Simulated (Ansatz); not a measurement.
# C3H4Se: the cost of one run

Program: Ansatz 0.2.0, Gaussian basis. Level of theory: the settings change from run to run. These are calculated values, not measurements.

## Step 1: The molecule

An earlier PBE0-D4 in a triple-zeta def2 set relaxation fixed the geometry.

SMILES `CC1=C[Se]1`, 8 atoms, charge 0, spin multiplicity 1.

Atoms are counted from 1 here; the program's logs count them from 0.

Bond lengths: C1–C2 1.459 Å, C1–H5 1.093 Å, C1–H6 1.093 Å, C1–H7 1.093 Å, C2–C3 1.272 Å, C2–Se4 1.999 Å, C3–Se4 1.977 Å, C3–H8 1.075 Å. Angles: C2–C1–H5 110.2°, C2–C1–H6 110.6°, C2–C1–H7 110.2°, H5–C1–H6 109.2°, H5–C1–H7 107.5°, H6–C1–H7 109.2°, C1–C2–C3 154.0°, C1–C2–Se4 135.6°, C3–C2–Se4 70.4°, C2–C3–Se4 72.3°, C2–C3–H8 150.7°, Se4–C3–H8 137.0°, C2–Se4–C3 37.3°.

## Step 2: B3LYP/def2-TZVP

Set apart from the defaults: charge +1, multiplicity 2, D4 dispersion, the search for lower states set to off.

File in.yaml:

```yaml
crystal:
  periodic: [false, false, false]
  atoms:
    - {symbol: C, position_ang: [-0.058641, 1.115612, -0.117381]}
    - {symbol: C, position_ang: [0.101093, -0.331818, -0.035652]}
    - {symbol: C, position_ang: [-0.190658, -1.492141, 0.396394]}
    - {symbol: Se, position_ang: [1.306183, -1.684557, -0.880624]}
    - {symbol: H, position_ang: [0.869001, 1.614111, 0.175304]}
    - {symbol: H, position_ang: [-0.867690, 1.449801, 0.536704]}
    - {symbol: H, position_ang: [-0.281867, 1.412392, -1.145364]}
    - {symbol: H, position_ang: [-0.785323, -2.140500, 1.014620]}
basis:
  gaussian: {orbitals: def2-TZVP}
total_charge: 1
magnetization: {spin_polarized: true, initial_magnetization: 1}
hamiltonian: {xc: {name: B3LYP}, dispersion: d4}
scf: {lower_state_search: off}
```

Run with:

```sh
ansatz run in.yaml --threads 2 --pin off --events-out ev --progress --plain --max-ram 4352MiB
```

What time and memory should one allow on 2 threads of Arm Neoverse V1, shared host?

About 4.1 s, with a peak of 0.43 GiB.
